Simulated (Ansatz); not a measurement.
# MoSe (NiAs type): equation of state

One table from this session's results is given with a row withheld; the runs are named, their logs left out.

Computed with Ansatz 0.2.0 (DFT PBE, scalar-relativistic, plane waves, PAW, unless a step's input says otherwise).

2 further runs of the same task are left out: 2 that didn't finish. Runs told in other sessions of the task aren't counted.

## The starting structure

It takes space group P6_3/mmc (No. 194, hexagonal). The conventional cell has a = 4.073 Å, b = 4.073 Å, c = 5.099 Å, α = 90.00°, β = 90.00°, γ = 120.00°. Mo (site symmetry -3m) is surrounded by 2 Mo at 2.55 Å and 6 Se at 2.67 Å. Se (site symmetry -6m2) has 6 Mo at 2.67 Å in its first shell of neighbours.

Structure file:

```
Mo Se
1.0
     4.07308    0.00000    0.00000
    -2.03654    3.52739    0.00000
     0.00000    0.00000    5.09853
Mo Se
2 2
Direct
  0.00000 0.00000 0.00000
  0.00000 0.00000 0.50000
  0.33333 0.66667 0.25000
  0.66667 0.33333 0.75000
```

An earlier run at PBE left this cell at 18.313 Å³/atom and 0.00 GPa (10×10×6 mesh).

Volume factors to run: 0.980, 1.020, 0.960, 1.040, 1.070, 1.100, 0.945.

The first run:

Input file input.yaml:

```yaml
crystal:
  lattice:
    - [4.0457439749, 0.0, 0.0]
    - [-2.0228719875, 3.5037170595, 0.0]
    - [0.0, 0.0, 5.0643125042]
  atoms:
    - { symbol: Mo, position: [0.0, 0.0, 0.0], spin: 0.05 }
    - { symbol: Mo, position: [0.0, 0.0, 0.5], spin: 0.05 }
    - { symbol: Se, position: [0.3333333333, 0.6666666667, 0.25] }
    - { symbol: Se, position: [0.6666666667, 0.3333333333, 0.75] }
basis:
  ecutwfc: 420
  ecutrho_ratio: 4
kpoints:
  mp_grid: { grid: [10, 10, 6] }
hamiltonian:
  xc: pbe
scf:
  occupations: { method: gaussian, width: 0.05 }
output:
  forces: true
  stress: true
  eigenvalues: true
  populations: true
magnetization:
  spin_polarized: true
relax:
  f_tol: 0.01
  max_steps: 40
  cell: { stress_tol: 0.1, fix: [volume] }
```

Started as:

```console
$ ansatz run input.yaml --threads 2 --pin off --max-ram 2662MiB --backend cpu --events-out ev --progress --plain --runs-dir out
```

Among the steps run: Volume × 0.980; Volume × 1.020; At 0.960 of the relaxed volume; At 1.040 of the relaxed volume; Volume × 1.070; Scaling the volume by 1.100; Volume × 0.945.

One table of the session follows, with a row left open; its other results are not shown here.

It belongs to the step «The fit». 

```
volume (Å³/atom)  energy (meV/atom)  pressure (GPa)
          17.306              27.14            9.10
          17.581              13.90            6.34
          17.947               3.31            2.99
          18.313               0.00            0.00
          18.679                  ?               ?
          19.046              11.88           -4.97
          19.595              34.19           -7.99
          20.144              66.07          -10.53
```

**Question.** Estimate the row for volume (Å³/atom) = 18.679.

Worked estimate for «energy (meV/atom)». A straight line through the neighbours (18.313, 0.00) and (19.046, 11.88) gives 0.00 + (11.88 − 0.00) × (18.679 − 18.313) / (19.046 − 18.313) = 5.93; a parabola fitted to 4 rows on both sides gives 3.23.

**Answer.** energy (meV/atom): 3.15; pressure (GPa): -2.64. In «energy (meV/atom)» the line misses by +2.78 and the parabola by +0.08.

Limits of these values: Warnings in the runs' records: seeded moment not kept, stability check not made.
